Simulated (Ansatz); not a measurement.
**HF/STO-3G run of CH3BClFO (methoxychlorofluoroborane)**

Aim: the vertical ionisation energy of CH3BClFO (methoxychlorofluoroborane) at HF/STO-3G, from 2 runs. 

The calculation is run with Ansatz 0.2.0.

134 further runs of the same task are left out: 134 set aside as unsound or not needed. Runs told in other sessions of the task aren't counted.

**1. The molecule**

CH3BClFO has 8 atoms, charge 0, and is taken as a singlet. As SMILES, `COB(F)Cl`. Geometry: relaxed at PBE0-D4/def2-TZVP. This is one conformer, not always the lowest.

Bond lengths: C1–O2 1.414 Å, O2–B3 1.333 Å, B3–F4 1.320 Å, B3–Cl5 1.765 Å, C1–H6 1.091 Å, C1–H7 1.090 Å, C1–H8 1.091 Å. Angles: C1–O2–B3 126.0°, O2–B3–F4 118.3°, O2–B3–Cl5 124.1°, F4–B3–Cl5 117.7°, O2–C1–H6 108.6°, O2–C1–H7 108.2°, O2–C1–H8 111.7°, H6–C1–H7 109.1°, H6–C1–H8 109.5°, H7–C1–H8 109.7°.

**2. A single-point energy at HF/STO-3G**

Input file run.yaml:

```yaml
crystal:
  periodic: [false, false, false]
  atoms:
    - symbol: C
      position_ang: [0.662000, -0.415400, 0.804600]
    - symbol: O
      position_ang: [-0.122300, -0.654500, -0.347500]
    - symbol: B
      position_ang: [-0.782400, 0.264900, -1.051400]
    - symbol: F
      position_ang: [-1.466600, -0.129900, -2.108800]
    - symbol: Cl
      position_ang: [-0.801800, 1.985600, -0.658500]
    - symbol: H
      position_ang: [1.700600, -0.658800, 0.576000]
    - symbol: H
      position_ang: [0.308900, -1.072800, 1.599700]
    - symbol: H
      position_ang: [0.593700, 0.623700, 1.130000]
basis:
  gaussian:
    orbitals: STO-3G
accuracy: high
hamiltonian:
  xc: hf
magnetization:
  spin_polarized: false
  initial_magnetization: 0
output: {orbitals: {seedname: orbitals}}
```

Command:

```bash
$ ansatz run run.yaml --threads 1 --pin off --max-ram 3480MiB --events-out events.jsonl --progress --plain --runs-dir runs
```

The log of the run:

```text
Warning: RAYON_NUM_THREADS=1 ignored (pool sized by the plan → 1); use --threads N
Functional definition: HF
  name "HF"
  exchange = exact_x
  correlation = 0
642 factors; integrals over basis functions are off by at most 4.5e-9 eV
mean field evaluation 1: about -18776.8268 eV, gradient 2.9e1 eV
mean field evaluation 2: about -18776.9986 eV, gradient 2.9e1 eV
mean field evaluation 4: about -18779.9587 eV, gradient 1.4e0 eV
mean field evaluation 8: about -18779.9661 eV, gradient 4.5e-2 eV
mean field -18779.96612192 eV, -690.1510254623 hartree, gradient 8.4e-9 eV, S^2 0.000000; 0 other end points of the search recorded, 0 dependent functions left out
reference -18779.96612192 eV, -690.1510254623 hartree; 24, 24 occupied and 8, 8 virtual orbitals, 642 factors
Total energy: -18779.96612192 eV, -690.1510254623 hartree
```

Run time: 0.24 s. Hardware: 1 thread of Arm Neoverse V2, shared host.

**3. The doublet cation, same level**

Input file in.yaml:

```yaml
crystal:
  periodic: [false, false, false]
  atoms:
    - {symbol: C, position_ang: [0.662000, -0.415400, 0.804600]}
    - {symbol: O, position_ang: [-0.122300, -0.654500, -0.347500]}
    - {symbol: B, position_ang: [-0.782400, 0.264900, -1.051400]}
    - {symbol: F, position_ang: [-1.466600, -0.129900, -2.108800]}
    - {symbol: Cl, position_ang: [-0.801800, 1.985600, -0.658500]}
    - {symbol: H, position_ang: [1.700600, -0.658800, 0.576000]}
    - {symbol: H, position_ang: [0.308900, -1.072800, 1.599700]}
    - {symbol: H, position_ang: [0.593700, 0.623700, 1.130000]}
basis:
  gaussian:
    orbitals: STO-3G
total_charge: 1
magnetization:
  spin_polarized: true
  initial_magnetization: 1
hamiltonian:
  xc: hf
accuracy: high
output:
  orbitals: {seedname: orbitals}
```

Command:

```bash
$ ansatz run in.yaml --threads 1 --pin off --max-ram 3480MiB --events-out events.jsonl --progress --plain --runs-dir runs
```

The log of the run:

```text
Warning: RAYON_NUM_THREADS=1 ignored (pool sized by the plan → 1); use --threads N
[... 4 set-up lines as earlier in the session ...]
641 factors; integrals over basis functions are off by at most 4.5e-9 eV
mean field evaluation 1: about -18765.2912 eV, gradient 2.3e1 eV
mean field evaluation 2: about -18765.4404 eV, gradient 2.3e1 eV
mean field evaluation 4: about -18770.7301 eV, gradient 4.0e0 eV
mean field evaluation 8: about -18771.2384 eV, gradient 1.1e-1 eV
mean field evaluation 16: about -18771.2305 eV, gradient 1.7e-8 eV
mean field evaluation 32: about -18770.9962 eV, gradient 6.0e-1 eV
mean field evaluation 64: about -18769.9247 eV, gradient 1.7e-1 eV
mean field -18771.23048018 eV, -689.8299965497 hartree, gradient 1.7e-8 eV, S^2 0.765751; 2 other end points of the search recorded, 0 dependent functions left out
reference -18771.23048018 eV, -689.8299965497 hartree; 24, 23 occupied and 8, 9 virtual orbitals, 641 factors
Total energy: -18771.23048018 eV, -689.8299965497 hartree
```

It took 0.56 s on 1 thread of Arm Neoverse V2, shared host.

**4. Outcome**

At HF/STO-3G:

```
                                          quantity          value
                    singlet CH3BClFO: total energy  -690.15103 Eh
                     singlet CH3BClFO: HOMO energy      -10.63 eV
                     singlet CH3BClFO: LUMO energy        8.33 eV
                   singlet CH3BClFO: HOMO–LUMO gap       18.97 eV
                      doublet cation: total energy  -689.83000 Eh
doublet cation: HOMO energy (highest over α and β)      -17.10 eV
 doublet cation: LUMO energy (lowest over α and β)       -6.82 eV
                              doublet cation: ⟨S²⟩          0.766
vertical ionisation energy (to the doublet cation)       8.736 eV
```

**Reading.** Removing an electron at fixed nuclei costs 8.74 eV (843 kJ/mol). −ε(HOMO) before ionisation, 10.63 eV, is 1.90 eV above this ionisation energy. In a minimal basis such a difference can be off by several eV, whatever the method.
